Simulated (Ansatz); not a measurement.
**Ti: a trial structure relaxed**

Aim: relax Ti from this start, grey arsenic (A7) type (R-3m, No. 166), and see where it ends.

Method: DFT r2SCAN, scalar-relativistic, plane waves, PAW, in Ansatz 0.2.0.

**1. The system as given**

It takes space group R-3m (No. 166, trigonal). The conventional cell has a = 3.539 Å, b = 3.539 Å, c = 9.843 Å, α = 90.00°, β = 90.00°, γ = 120.00°. Ti (site symmetry 3m) has 3 Ti at 2.37 Å as nearest neighbours.

Structure file:

```cif
data_structure
_symmetry_space_group_name_H-M 'P 1'
_symmetry_Int_Tables_number 1
_cell_length_a 3.8650
_cell_length_b 3.8650
_cell_length_c 3.8650
_cell_angle_alpha 54.487
_cell_angle_beta 54.487
_cell_angle_gamma 54.487
_cell_volume 35.58
loop_
_atom_site_label
_atom_site_type_symbol
_atom_site_fract_x
_atom_site_fract_y
_atom_site_fract_z
_atom_site_occupancy
Ti1 Ti 0.22754 0.22754 0.22754 1
Ti2 Ti 0.77246 0.77246 0.77246 1
```

(A quick probe on a coarse mesh, which set the mesh and smearing, is not shown.)

**3. Rough relaxation on the coarse mesh**

File input.yaml:

```yaml
crystal:
  lattice:
    - [1.7692989924, 1.0215052496, 3.2809528548]
    - [-1.7692989924, 1.0215052496, 3.2809528548]
    - [0.0, -2.0430104991, 3.2809528548]
  atoms:
    - { symbol: Ti, position: [0.22754, 0.22754, 0.22754] }
    - { symbol: Ti, position: [0.77246, 0.77246, 0.77246] }
basis:
  ecutwfc: 500
kpoints:
  mp_grid: { grid: [6, 6, 6] }
hamiltonian:
  xc: r2scan
scf:
  occupations: { method: gaussian, width: 0.1 }
  lower_state_search: "off"
output:
  forces: true
  stress: true
  eigenvalues: true
relax:
  adjacent_minimum: "off"
  f_tol: 0.04
  max_steps: 70
  cell: { stress_tol: 0.4 }
```

Further runs follow: coarse relaxation; full relaxation.

Q: Predict the outcome of this session.

**Answer**, as computed:

```
           quantity                                                                      value
cell (conventional)  a = 4.110 Å, b = 4.110 Å, c = 4.110 Å, α = 90.00°, β = 90.00°, γ = 90.00°
        space group                                                            Fm-3m (No. 225)
             volume                                                              17.36 Å³/atom
    gap on the mesh                                                               none (metal)
```

What this shows: The structure ended in another space group than at the start: R-3m to Fm-3m.
